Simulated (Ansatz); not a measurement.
# C4H3IO: a ladder of functionals and wavefunction methods

The task here is to estimate one member of a computed series from the others.

The runs use Ansatz 0.2.0, Gaussian basis; functionals in def2-TZVPP, the program's frozen cores in correlated methods.

The runs, in order: LDA (SPW92), PBE-D4, revPBE-D4, BLYP-D4, r2SCAN-D4, B97M-V, PBE0-D4, B3LYP-D4, r2SCANh-D4, r2SCAN0-D4, HSE06-D4, BHLYP-D4, CAM-B3LYP-D4, LC-ωPBE, ωB97X-V, ωB97M-V, B2PLYP, PBE-QIDH; CCSD(T)/def2-SVP; CCSD(T)/def2-TZVPP; MP2/def2-QZVPP; extrapolation to the limit; RPA on PBE.

**Structure used throughout**

The geometry comes from an earlier relaxation with PBE0-D4 in a triple-zeta def2 set; it is a stationary point, not always the lowest conformer. I takes the def2 core potential; no spin-orbit term is included.

SMILES `Ic1ccco1`, 9 atoms, charge 0, spin multiplicity 1.

Atoms are counted from 1 here; the program's logs count them from 0.

Bond lengths: I1–C2 2.048 Å, C2–C3 1.355 Å, C2–O6 1.348 Å, C3–C4 1.426 Å, C3–H7 1.077 Å, C4–C5 1.352 Å, C4–H8 1.078 Å, C5–O6 1.355 Å, C5–H9 1.077 Å. Angles: I1–C2–C3 131.7°, I1–C2–O6 117.3°, C3–C2–O6 111.1°, C2–C3–C4 105.5°, C2–C3–H7 126.4°, C4–C3–H7 128.1°, C3–C4–C5 106.3°, C3–C4–H8 127.2°, C5–C4–H8 126.5°, C4–C5–O6 110.5°, C4–C5–H9 133.7°, O6–C5–H9 115.8°, C2–O6–C5 106.6°.

Set-up of the first run:

Input file in.yaml:

```yaml
crystal:
  periodic: [false, false, false]
  atoms:
    - {symbol: I, position_ang: [0.369898, 1.016560, -2.971061]}
    - {symbol: C, position_ang: [0.120349, 0.374964, -1.042481]}
    - {symbol: C, position_ang: [0.631198, -0.686999, -0.373234]}
    - {symbol: C, position_ang: [0.089903, -0.604066, 0.943685]}
    - {symbol: C, position_ang: [-0.698606, 0.494434, 0.961542]}
    - {symbol: O, position_ang: [-0.689560, 1.104330, -0.248937]}
    - {symbol: H, position_ang: [1.304345, -1.428881, -0.769211]}
    - {symbol: H, position_ang: [0.268771, -1.278272, 1.765855]}
    - {symbol: H, position_ang: [-1.307800, 0.961627, 1.716840]}
basis:
  gaussian: {orbitals: def2-TZVPP}
hamiltonian: {xc: lda}
output: {orbitals: {seedname: orbitals}}
```

On the command line:

```console
ansatz run in.yaml --threads 2 --pin off --events-out ev --progress --plain --max-ram 32768MiB --backend cpu
```

Among the steps run: LDA; PBE-D4 (GGA); revPBE-D4 (GGA); BLYP-D4 (GGA); r2SCAN-D4 (meta-GGA); B97M-V (meta-GGA); PBE0-D4 (hybrid); B3LYP-D4 (hybrid); r2SCANh-D4 (hybrid); r2SCAN0-D4 (hybrid); HSE06-D4 (hybrid); BHLYP-D4 (hybrid); CAM-B3LYP-D4 (range-separated); LC-ωPBE (range-separated); ωB97X-V (range-separated); ωB97M-V (range-separated); B2PLYP (double hybrid); PBE-QIDH (double hybrid).

One of the session's tables, all rows but one given; the rest of the session is left out.

It belongs to the step «Orbital energies across the functionals». 

```
  functional  HOMO (eV)  gap (eV)
 LDA (SPW92)      -5.70      3.84
      PBE-D4      -5.50      3.84
   revPBE-D4      -5.43      3.85
     BLYP-D4      -5.33      3.77
   r2SCAN-D4      -5.67      4.24
      B97M-V          ?         ?
     PBE0-D4      -6.50      5.79
    B3LYP-D4      -6.30      5.32
  r2SCANh-D4      -6.05      4.96
  r2SCAN0-D4      -6.62      6.04
    HSE06-D4      -6.11      5.02
    BHLYP-D4      -7.33      7.60
CAM-B3LYP-D4      -7.72      8.09
     LC-ωPBE      -9.02     10.61
     ωB97X-V      -8.66     10.11
     ωB97M-V      -8.57      9.85
```

Q: Estimate the row for B97M-V from the others.

The run gave: HOMO (eV): -5.65; gap (eV): 4.29. In the column «HOMO (eV)» it lies between r2SCAN-D4 (-5.67) and PBE-D4 (-5.50).
